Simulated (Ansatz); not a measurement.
C3H5NSn, SMILES C#CN=[CH][SnH3], harmonic frequencies at the relaxed geometry

Program: the Python package of Ansatz (0.2.0).

The cells in order, each with its output:

```python
import itertools
import warnings

import ansatz as az
from ase.data import atomic_numbers, covalent_radii
import numpy as np
```

```python
GEOMETRY = """
C    -2.27780   -0.61560    0.81780
C    -1.33640   -1.09580    0.36490
N    -0.21030   -1.70090   -0.16020
C     0.96380   -1.02960   -0.47340
Sn    1.05360    1.07000   -0.29010
H    -3.19810   -0.09560    1.19100
H     1.77070   -1.57500   -0.85500
H    -0.14550    1.85980   -1.25450
H     0.82530    1.53560    1.44800
H     2.63770    1.59600   -0.78570
"""
```

```python
warnings.simplefilter("ignore", az.DeckWarning)
```

```python
c3h5nsn = az.Crystal.molecule()
for line in GEOMETRY.strip().splitlines():
    symbol, *xyz = line.split()
    c3h5nsn = c3h5nsn.atom(symbol, [float(v) for v in xyz])
```

```python
calc = c3h5nsn.calculation()
calc = calc.basis(gaussian="def2-SVP")
calc = calc.functional("b3lyp", dispersion="d4")
symbols = [site.symbol for site in c3h5nsn.cartesian_sites]
start = np.array([site.position_ang for site in c3h5nsn.cartesian_sites], dtype=float)
data = calc.relax(force_tolerance=0.003).run().report
end = np.array(data["positions_ang"])
```

```python
radius = [covalent_radii[atomic_numbers[s]] for s in symbols]
span = lambda where, i, j: np.linalg.norm(where[i] - where[j])
bonded = [(i, j) for i, j in itertools.combinations(range(len(symbols)), 2) if min(span(start, i, j), span(end, i, j)) < 1.2 * (radius[i] + radius[j])]
print("pair        before    after (A)")
for i, j in bonded:
    print(f"{symbols[i]}{i}-{symbols[j]}{j}".ljust(10), f"{span(start, i, j):8.4f} {span(end, i, j):8.4f}")
for first, second in list(itertools.combinations(bonded, 2)):
    shared = set(first) & set(second)
    if shared and symbols[(j := shared.pop())] != "H":
        i, k = sorted((set(first) | set(second)) - {j})
        u, v = end[i] - end[j], end[k] - end[j]
        angle = np.degrees(np.arccos(np.clip(u @ v / np.linalg.norm(u) / np.linalg.norm(v), -1, 1)))
        print(f"final angle {symbols[i]}{i}-{symbols[j]}{j}-{symbols[k]}{k}: {angle:.2f} deg")
```

    pair        before    after (A)
    C0-C1        1.1498   1.2179
    C0-H5        1.1210   1.0726
    C1-N2        1.3820   1.3309
    N2-C3        1.3883   1.2816
    C3-Sn4       2.1095   2.2010
    C3-H6        1.0460   1.1025
    Sn4-H7       1.7297   1.7153
    Sn4-H8       1.8138   1.7153
    Sn4-H9       1.7412   1.7197
    final angle C1-C0-H5: 179.67 deg
    final angle C0-C1-N2: 176.05 deg
    final angle C1-N2-C3: 123.43 deg
    final angle N2-C3-Sn4: 125.71 deg
    final angle N2-C3-H6: 115.82 deg
    final angle Sn4-C3-H6: 118.48 deg
    final angle C3-Sn4-H7: 109.64 deg
    final angle C3-Sn4-H8: 109.65 deg
    final angle C3-Sn4-H9: 106.69 deg
    final angle H7-Sn4-H8: 110.45 deg
    final angle H7-Sn4-H9: 110.17 deg
    final angle H8-Sn4-H9: 110.17 deg

```python
minimum = az.Crystal.molecule()
for symbol, place in zip(symbols, end):
    minimum = minimum.atom(symbol, place.tolist())
vibrating = (
    minimum.calculation()
    .basis(gaussian="def2-SVP")
    .functional("b3lyp", dispersion="d4")
    .phonons(temperatures=(298.15, 498.15, 100))
)
vib = vibrating.run().report["vibrations"]
sums = vib["harmonic_sums"]
modes = [m["omega_inv_cm"] for m in sums["modes_at_gamma"] if m["rigid_motion"] == "no"]
for number, w in enumerate(modes, start=1):
    print(f"mode {number:2d} {w:9.1f} 1/cm {w / 8065.544 * 1000:8.2f} meV")
print("imaginary modes:", sum(w < 0 for w in modes), " zero-point energy:", round(sums["zero_point_energy_ev"], 4), "eV")
print("T (K)   F_vib (eV)   S_vib (meV/K)   C_vib (meV/K)")
for row in zip(sums["temperatures_k"], sums["vibrational_free_energy_ev"], vib["entropy_ev_per_k"], vib["heat_capacity_ev_per_k"]):
    print(f"{row[0]:6.1f} {row[1]:11.4f} {1000 * row[2]:13.4f} {1000 * row[3]:15.4f}")
```

    mode  1      84.5 1/cm    10.48 meV
    mode  2      85.3 1/cm    10.58 meV
    mode  3     248.4 1/cm    30.80 meV
    mode  4     267.3 1/cm    33.14 meV
    mode  5     396.4 1/cm    49.15 meV
    mode  6     407.8 1/cm    50.56 meV
    mode  7     514.7 1/cm    63.81 meV
    mode  8     570.1 1/cm    70.68 meV
    mode  9     587.1 1/cm    72.80 meV
    mode 10     663.3 1/cm    82.24 meV
    mode 11     678.4 1/cm    84.10 meV
    mode 12     709.0 1/cm    87.91 meV
    mode 13     721.7 1/cm    89.48 meV
    mode 14     722.3 1/cm    89.56 meV
    mode 15     861.8 1/cm   106.85 meV
    mode 16     993.6 1/cm   123.19 meV
    mode 17    1333.9 1/cm   165.38 meV
    mode 18    1664.1 1/cm   206.32 meV
    mode 19    1902.1 1/cm   235.83 meV
    mode 20    1914.5 1/cm   237.36 meV
    mode 21    1918.9 1/cm   237.91 meV
    mode 22    2192.4 1/cm   271.83 meV
    mode 23    3081.9 1/cm   382.11 meV
    mode 24    3478.7 1/cm   431.31 meV
    imaginary modes: 0  zero-point energy: 1.6117 eV
    T (K)   F_vib (eV)   S_vib (meV/K)   C_vib (meV/K)
     298.1      1.5195        0.7047          0.8261
     398.1      1.4354        0.9738          1.0341
     498.1      1.3254        1.2232          1.1916

What to keep in mind:
- The frequencies are harmonic and unscaled, in a modest basis.
- def2 sets replace the cores of elements past krypton by effective core potentials.
- b3lyp holds the VWN-RPA fit, as in Gaussian; the form of ORCA and Turbomole is b3lyp5.
- Timing: 6 min on 1 thread of Arm Neoverse V1, on a shared host, peak memory 0.34 GiB.
